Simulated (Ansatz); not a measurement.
# W (W, beta-W (A15)): the cost of one run

Program: Ansatz 0.2.0. Level of theory: DFT r2SCAN, plane waves (500 eV) with PAW, scalar-relativistic; PBE-made PAW files. These are calculated values, not measurements.

### 1 Starting point

Symmetry: Pm-3n, No. 223, cubic system. Conventional cell: a = 5.083 Å, b = 5.083 Å, c = 5.083 Å, α = 90.00°, β = 90.00°, γ = 90.00°. W (site symmetry m-3) has 12 W at 2.84 Å as nearest neighbours. Around W (site symmetry -4m2) lie 6 W at 2.54 to 2.84 Å.

As a file:

```cif
data_structure
_symmetry_space_group_name_H-M 'P 1'
_symmetry_Int_Tables_number 1
_cell_length_a 5.0830
_cell_length_b 5.0830
_cell_length_c 5.0830
_cell_angle_alpha 90.000
_cell_angle_beta 90.000
_cell_angle_gamma 90.000
_cell_volume 131.33
loop_
_atom_site_label
_atom_site_type_symbol
_atom_site_fract_x
_atom_site_fract_y
_atom_site_fract_z
_atom_site_occupancy
W1 W 0.00000 0.00000 0.00000 1
W2 W 0.50000 0.50000 0.50000 1
W3 W 0.00000 0.50000 0.25000 1
W4 W 0.00000 0.50000 0.75000 1
W5 W 0.25000 0.00000 0.50000 1
W6 W 0.75000 0.00000 0.50000 1
W7 W 0.50000 0.75000 0.00000 1
W8 W 0.50000 0.25000 0.00000 1
```

### 2 Relaxing cell and atoms

Input file input.yaml:

```yaml
crystal:
  lattice:
    - [5.083, 0.0, 0.0]
    - [0.0, 5.083, 0.0]
    - [0.0, 0.0, 5.083]
  atoms:
    - { symbol: W, position: [0.0, 0.0, 0.0] }
    - { symbol: W, position: [0.5, 0.5, 0.5] }
    - { symbol: W, position: [0.0, 0.5, 0.25] }
    - { symbol: W, position: [0.0, 0.5, 0.75] }
    - { symbol: W, position: [0.25, 0.0, 0.5] }
    - { symbol: W, position: [0.75, 0.0, 0.5] }
    - { symbol: W, position: [0.5, 0.75, 0.0] }
    - { symbol: W, position: [0.5, 0.25, 0.0] }
hamiltonian:
  xc: r2scan
  pseudopotentials:
    kind: paw
    azcp:
      W: "pseudopotentials/W.paw.azcp"
basis:
  ecutwfc: 500
  fft_grid_basis: typed
kpoints:
  mp_grid: { grid: [5, 5, 5], shift: [0, 0, 0] }
magnetization:
  spin_polarized: false
scf:
  occupations: { method: fermi_dirac, width: 0.1 }
relax:
  max_steps: 60
  f_tol: 0.01
  cell: {}
```

Q: Estimate wall time and peak memory on 2 threads of an x86-64 CPU, shared host.

About 49 s, with a peak of 0.9 GiB.
